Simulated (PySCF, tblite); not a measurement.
# C6H8ClSi−: geometry, infrared bands and NMR shifts

What infrared bands and NMR shifts should C6H8ClSi− (`CC#C[Si-](Cl)C1CC1`) show?

Computed with tblite 0.8.0 and PySCF 2.14.0, with density-fitted response routines of our own, on a single molecule in the gas phase. Atoms count from 0, in the outputs and in this text.

### 1 The molecule as given

16 atoms, charge -1, multiplicity 1; geometry from: force field or distance geometry start.

Bonds of the start (Å): C0–C1 1.48, C1–C2 1.20, C2–Si3 1.83, Si3–Cl4 2.13, Si3–C5 1.87, C5–C6 1.53, C6–C7 1.51, C7–C5 1.50, C0–H8 1.11, C0–H9 1.11, C0–H10 1.10, C5–H11 1.11, C6–H12 1.10, C6–H13 1.11, C7–H14 1.11, C7–H15 1.11.

### 2 Relaxing the molecule with GFN2-xTB

The job: settings as JSON, then the geometry in Å.

```
{"job": {"kind": "relax", "xc": "GFN2-xTB", "basis": "xTB"}, "charge": -1, "multiplicity": 1}
C      4.128700     0.438600     0.139300
C      2.705200     0.135500     0.388600
C      1.563000    -0.148400     0.617700
Si    -0.194900    -0.567300     0.911200
Cl    -0.661600    -2.271100     2.099800
C     -1.552400     0.050800    -0.211400
C     -2.909200    -0.615100     0.011200
C     -2.684100     0.838400     0.370200
H      4.545100    -0.338800    -0.534100
H      4.705800     0.374000     1.080300
H      4.145100     1.444000    -0.305300
H     -1.318500     0.105200    -1.297700
H     -3.578000    -0.760400    -0.853900
H     -2.993300    -1.299100     0.887400
H     -2.650100     1.054300     1.454400
H     -3.258300     1.568300    -0.234000
```

Command:

```
OMP_NUM_THREADS=1 python probes_run.py task.json out
```

The driver reads the jobs from task.json and runs them one after another.

**Question.** This job is followed by: GFN2-xTB harmonic vibrations, gas phase; GIAO PBE0/pcSseg-1 NMR shielding, non-relativistic, gas phase. What will the session give for the following? strongest single infrared mode (GFN2-xTB); zero-point energy (GFN2-xTB); 13C shifts against TMS (PBE0/pcSseg-1, means over atoms taken as alike); 1H shifts against TMS (PBE0/pcSseg-1, means over atoms taken as alike); 29Si shifts against TMS (PBE0/pcSseg-1); 35Cl shifts against HCl (PBE0/pcSseg-1).

As calculated:

```
                                                               quantity                            value
                              strongest single infrared mode (GFN2-xTB)            3019 cm⁻¹, 162 km/mol
                                           zero-point energy (GFN2-xTB)                    73.4 kcal/mol
13C shifts against TMS (PBE0/pcSseg-1, means over atoms taken as alike)  112.4, 104.6, 9.3, 8.2, 3.9 ppm
 1H shifts against TMS (PBE0/pcSseg-1, means over atoms taken as alike)      2.04, 0.33, 0.11, -0.18 ppm
                                29Si shifts against TMS (PBE0/pcSseg-1)                         47.7 ppm
                                35Cl shifts against HCl (PBE0/pcSseg-1)                          -15 ppm
```

Relaxing lowered the energy by 1.761 eV in 167 steps; the close pair that moved most is Si3–Cl4, from 2.129 to 2.306 Å. The lowest mode is imaginary (23i cm⁻¹), so the xTB geometry is not a minimum. The strongest single mode, at 3019 cm⁻¹, moves mainly H15 and H12. Unscaled tight-binding wavenumbers are off by several per cent, some by more. Its intensities can rank the bands wrongly.
